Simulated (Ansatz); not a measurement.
# La5N: the cost of one run

Computed with Ansatz 0.2.0 (DFT PBE, scalar-relativistic, plane waves, PAW, unless a step's input says otherwise).

1 further run of the same task is left out (it didn't finish).

## Step 1: The starting structure

Symmetry: F-43m, No. 216, cubic system. The conventional cell has a = 8.834 Å, b = 8.834 Å, c = 8.834 Å, α = 90.00°, β = 90.00°, γ = 90.00°. Around La (site symmetry 3m) lie 1 N at 1.89 Å. La (site symmetry -43m) is surrounded by 12 La at 3.67 Å. N (site symmetry -43m) has 4 La at 1.89 Å as nearest neighbours.

Structure file:

```xyz
6
Lattice="0.0000 4.4168 4.4168 4.4168 0.0000 4.4168 4.4168 4.4168 0.0000" Properties=species:S:1:pos:R:3 pbc="T T T"
La    7.7158    7.7158    7.7158
La    5.5347    5.5347    7.7158
La    5.5347    7.7158    5.5347
La    7.7158    5.5347    5.5347
La    2.2084    2.2084    2.2084
N     6.6252    6.6252    6.6252
```

The cell is invented: random cell by space group and Wyckoff sites (F-43m, No. 216). The dimensions are guesses.

## Step 2: The guess as it stands, on a coarse mesh

The input, input.yaml:

```yaml
crystal:
  lattice:
    - [0.0, 4.4168137, 4.4168137]
    - [4.4168137, 0.0, 4.4168137]
    - [4.4168137, 4.4168137, 0.0]
  atoms:
    - { symbol: La, position: [0.87345576, 0.87345576, 0.87345576] }
    - { symbol: La, position: [0.87345576, 0.87345576, 0.37963271] }
    - { symbol: La, position: [0.87345576, 0.37963271, 0.87345576] }
    - { symbol: La, position: [0.37963271, 0.87345576, 0.87345576] }
    - { symbol: La, position: [0.25, 0.25, 0.25] }
    - { symbol: "N", position: [0.75, 0.75, 0.75] }
basis:
  ecutwfc: 420
kpoints:
  mp_grid: { grid: [4, 4, 4] }
hamiltonian:
  xc: pbe
scf:
  occupations: { method: gaussian, width: 0.1 }
  lower_state_search: "off"
output:
  forces: true
  stress: true
  eigenvalues: true
```

Run with:

```bash
ansatz run input.yaml --threads 1 --pin off --max-ram 2560MiB --backend cpu --events-out ev --progress --plain --runs-dir out
```

Q: Estimate wall time and peak memory on 1 thread of Arm Neoverse V1, shared host.

About 5.5 s, with a peak of 0.37 GiB.
